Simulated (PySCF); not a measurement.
# C2H6CuO: the cost of one run

Program: PySCF 2.14.0. Level of theory: levels as typed in each script, gas phase, geometry from start geometry of a pair search. These are calculated values, not measurements.

### Step 1. The starting structure

SMILES `[Cu+].CCO`, 10 atoms, charge 1, spin multiplicity 1.

Bond lengths: Cu1–O4 1.953 Å, C2–C3 1.514 Å, C2–H5 1.086 Å, C2–H6 1.086 Å, C2–H7 1.088 Å, C3–O4 1.455 Å, C3–H8 1.092 Å, C3–H9 1.094 Å, O4–H10 0.968 Å. Angles: C3–C2–H5 109.7°, C3–C2–H6 110.3°, C3–C2–H7 111.0°, H5–C2–H6 108.4°, H5–C2–H7 108.2°, H6–C2–H7 109.2°, C2–C3–O4 110.0°, C2–C3–H8 111.3°, C2–C3–H9 111.4°, O4–C3–H8 105.2°, O4–C3–H9 109.1°, H8–C3–H9 109.6°, Cu1–O4–C3 123.3°, Cu1–O4–H10 124.5°, C3–O4–H10 108.0°.

Geometry (Å):

```
Cu   -1.44452   -0.03714    0.06794
C     2.77567    0.10388    0.28599
C     1.50696   -0.50833   -0.26850
O     0.42298    0.46014   -0.21444
H     3.55948   -0.64655    0.32282
H     2.60642    0.47271    1.29382
H     3.11971    0.92283   -0.34196
H     1.17105   -1.34802    0.34374
H     1.64145   -0.83883   -1.30279
H     0.71337    1.26046   -0.67544
```

### Step 2. Binding of the two fragments (B3LYP/def2-svpd)

The input, input.py:

```python
import numpy as np
from pyscf import gto, scf, dft
from pyscf.scf import atom_ks, atom_hf
from scipy.linalg import block_diag
from pyscf.dispersion import dftd3

def solve(mol, dm0=None, hcore=None):
    mf = (dft.UKS if mol.spin else dft.RKS)(mol, xc='b3lyp')
    mf.grids.level = 3
    mf = mf.density_fit(auxbasis='def2-universal-jkfit')
    mf.conv_tol, mf.max_cycle = 1e-8, 80
    if hcore is not None:
        mf.get_hcore = lambda *args: hcore
    mf.kernel(dm0)
    if not mf.converged:
        mf = mf.newton().run(mf.mo_coeff, mf.mo_occ, max_cycle=30)
    assert mf.converged, 'SCF not converged'
    return mf

mol = gto.M(atom='''
Cu    -1.44452    -0.03714     0.06794
C      2.77567     0.10388     0.28599
C      1.50696    -0.50833    -0.26850
O      0.42298     0.46014    -0.21444
H      3.55948    -0.64655     0.32282
H      2.60642     0.47271     1.29382
H      3.11971     0.92283    -0.34196
H      1.17105    -1.34802     0.34374
H      1.64145    -0.83883    -1.30279
H      0.71337     1.26046    -0.67544
''', basis='def2-svpd', charge=1, spin=0, verbose=4)
mol_a = gto.M(atom='''
Cu    -1.44452    -0.03714     0.06794
ghost-C      2.77567     0.10388     0.28599
ghost-C      1.50696    -0.50833    -0.26850
ghost-O      0.42298     0.46014    -0.21444
ghost-H      3.55948    -0.64655     0.32282
ghost-H      2.60642     0.47271     1.29382
ghost-H      3.11971     0.92283    -0.34196
ghost-H      1.17105    -1.34802     0.34374
ghost-H      1.64145    -0.83883    -1.30279
ghost-H      0.71337     1.26046    -0.67544
''', basis='def2-svpd', charge=1, spin=0, verbose=4)
mol_b = gto.M(atom='''
ghost-Cu    -1.44452    -0.03714     0.06794
C      2.77567     0.10388     0.28599
C      1.50696    -0.50833    -0.26850
O      0.42298     0.46014    -0.21444
H      3.55948    -0.64655     0.32282
H      2.60642     0.47271     1.29382
H      3.11971     0.92283    -0.34196
H      1.17105    -1.34802     0.34374
H      1.64145    -0.83883    -1.30279
H      0.71337     1.26046    -0.67544
''', basis='def2-svpd', charge=0, spin=0, verbose=4)
ab, a, b = solve(mol), solve(mol_a), solve(mol_b)
e_int = ab.e_tot - a.e_tot - b.e_tot
print('counterpoise-corrected interaction energy / kcal/mol', e_int * 627.5095)
def disp(atoms, charge):
    m = gto.M(atom=atoms, charge=charge, basis='sto-3g', spin=None, unit='Bohr', verbose=0)
    return dftd3.DFTD3Dispersion(m, xc='b3lyp', version='d3bj').get_dispersion()['energy']
e_disp = disp(mol._atom, mol.charge) - disp(mol._atom[:1], mol_a.charge) - disp(mol._atom[1:], mol_b.charge)
print('D3(BJ) part / kcal/mol', e_disp * 627.5095)
# spherically averaged free atoms, for the promolecule
atm = atom_ks.get_atm_nrks(mol, xc='b3lyp')
pro = block_diag(*[(atm[a[0]][2] * atm[a[0]][3]) @ atm[a[0]][2].T for a in mol._atom])
np.savez('result.npz', e_int=e_int, e_disp=e_disp, dm_a=a.make_rdm1(), dm_b=b.make_rdm1(), c=ab.mo_coeff, occ=ab.mo_occ, eps=ab.mo_energy, pro=pro, d=[f.dip_moment(verbose=0) for f in (ab, a, b)])
```

Launch:

```sh
> OMP_NUM_THREADS=1 python input.py
```

What time and memory should one allow on 1 thread of Arm Neoverse V1, shared host?

About 51 s, with a peak of 0.67 GiB.
